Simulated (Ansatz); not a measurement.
# ClGeH4O: the cost of one run

The runs use Ansatz 0.2.0; RKS PBE0-D4/def2-TZVP.

**1. Starting geometry**

7 atoms, charge 1, spin multiplicity 1.

Atoms are counted from 1 here; the program's logs count them from 0.

Bond lengths: O1–Ge2 2.027 Å, O1–H4 0.984 Å, O1–H5 0.984 Å, Ge2–Cl3 2.115 Å, Ge2–H6 1.534 Å, Ge2–H7 1.534 Å. Angles: Ge2–O1–H4 119.7°, Ge2–O1–H5 119.7°, H4–O1–H5 108.0°, O1–Ge2–Cl3 103.2°, O1–Ge2–H6 96.9°, O1–Ge2–H7 96.7°, Cl3–Ge2–H6 114.2°, Cl3–Ge2–H7 114.3°, H6–Ge2–H7 124.5°.

Geometry (Å):

```xyz
7
ClGeH4O
O    -0.89865    0.33561   -0.64291
Ge    0.75698    0.06433    0.49448
Cl    0.76946   -2.02265    0.83940
H    -1.78862    0.16556   -0.25800
H    -0.90636    0.02136   -1.57585
H     0.29356    0.89848    1.69585
H     1.77361    0.53732   -0.55295
```

This geometry comes from a loose relaxation at PBE in a small basis, which is not shown.

**3. The grid**

First coordinate, angle H4–O1–H5: 11 values from 64.2 to 154.2 °. Second coordinate, angle H6–Ge2–Cl3: 11 values from 89.4 to 139.4 °.

Nothing else is relaxed (all other coordinates rigid). Energies count from the relaxed molecule at the same level. Points are written as (first, second).

(The set-up runs are not shown.)

**4. The run at (82.2°, 104.4°)**

The input, input.yaml:

```yaml
crystal:
  periodic: [false, false, false]
  atoms:
    - { symbol: O, position_ang: [-0.883141, 0.306413, -0.633899] }
    - { symbol: Ge, position_ang: [0.739934, 0.060611, 0.48281] }
    - { symbol: Cl, position_ang: [0.763674, -1.997019, 0.819996] }
    - { symbol: H, position_ang: [-1.816408, 0.04748, -0.673394] }
    - { symbol: H, position_ang: [-0.897312, 0.005553, -1.555234] }
    - { symbol: H, position_ang: [0.261484, 0.653135, 1.7967] }
    - { symbol: H, position_ang: [1.756318, 0.541151, -0.538195] }
total_charge: 1
basis:
  gaussian: { orbitals: def2-TZVP }
hamiltonian:
  xc: pbe0
  dispersion: d4
output:
  forces: true
```

Started as:

```bash
$ ansatz run input.yaml --threads 1 --pin off --max-ram 2560MiB --backend cpu --events-out ev --progress --plain --runs-dir out
```

**Question.** How long does this run take on 1 thread of Arm Neoverse V2, shared host, and how much memory does it need?

About 4.4 s, with a peak of 0.28 GiB.
